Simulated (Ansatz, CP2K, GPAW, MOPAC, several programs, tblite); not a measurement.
# PbF2 from cheap methods to r2SCAN

How much accuracy does each second buy? PbF2 is computed with 11 methods, from the cheapest up to r2SCAN.

Method: no spin polarisation, static lattice; gaps from single points on the cell relaxed beforehand with r²SCAN, in MOPAC, tblite, CP2K, GPAW, Ansatz (versions at each run).

## (1) The system as given

Symmetry: Fm-3m, No. 225, cubic system. Conventional cell: a = 5.921 Å, b = 5.921 Å, c = 5.921 Å, α = 90.00°, β = 90.00°, γ = 90.00°. Around Pb (site symmetry m-3m) lie 8 F at 2.56 Å. F (site symmetry -43m) has 4 Pb at 2.56 Å as nearest neighbours.

As a file:

```xyz
3
Lattice="0.0000 2.9604 2.9604 2.9604 0.0000 2.9604 2.9604 2.9604 0.0000" Properties=species:S:1:pos:R:3 pbc="T T T"
Pb    0.0000    0.0000    0.0000
F     1.4802    1.4802    1.4802
F     4.4407    4.4407    4.4407
```

The structure type (fluorite) is imposed and need not be the compound's stable one.

**Question.** The methods are PM6, PM7, GFN1-xTB (tblite), GFN2-xTB (tblite), PBE/DZVP, PBE/single-zeta, PBE/SZV, coarse PBE, GLLB-SC, PBE, r2SCAN. What gap does r2SCAN give on this cell, and which other methods (full PBE left aside) come nearest to r2SCAN and farthest in gap, volume and bulk modulus?

| quantity | value |
| --- | --- |
| r2SCAN | gap 4.93 eV, 17.30 Å³/atom, B₀ 77 GPa |
| gap: nearest and farthest of the other methods | coarse PBE (-0.53 eV), PM7 (+6.99 eV) |
| volume: nearest and farthest of the other methods | PBE/DZVP, PBE/SZV (about 4.2 % off); GFN2-xTB (tblite) (+9.7 %) |
| bulk modulus: nearest and farthest of the other methods | PBE/SZV (-3 %), GFN1-xTB (tblite) (+41 %) |

In words: Among the 9 methods compared for the gap (full PBE left aside), coarse PBE is nearest to r2SCAN and PM7 farthest. For the volume (full PBE left aside), PBE/DZVP, PBE/SZV tie for nearest to r2SCAN; GFN2-xTB (tblite) is farthest. For the bulk modulus, of the 4 methods compared (full PBE left aside), PBE/SZV comes nearest to r2SCAN and GFN1-xTB (tblite) is farthest. A minimal basis or a coarse cutoff and mesh shifts results by its own error, so closeness to r2SCAN can be chance. Cluster runs see only the k-points that fold onto the zone centre, so their gaps can miss the band edges. GLLB-SC is compared with its derivative discontinuity added. No volume is given for PM6, PM7, PBE/single-zeta, coarse PBE, which can hide a larger miss. The crystal is layered or molecular; volumes and moduli at fixed shape hide how each method binds the layers. CPU times run from 0.68 s (coarse PBE) to 15 s (PBE/DZVP). On this cell PBE/DZVP, PBE/SZV, GLLB-SC cost more than r2SCAN itself (4.7 s), so they are no saving here. r2SCAN is a yardstick, not the truth: it usually gives gaps below the measured ones. Spin-orbit coupling is left out throughout.
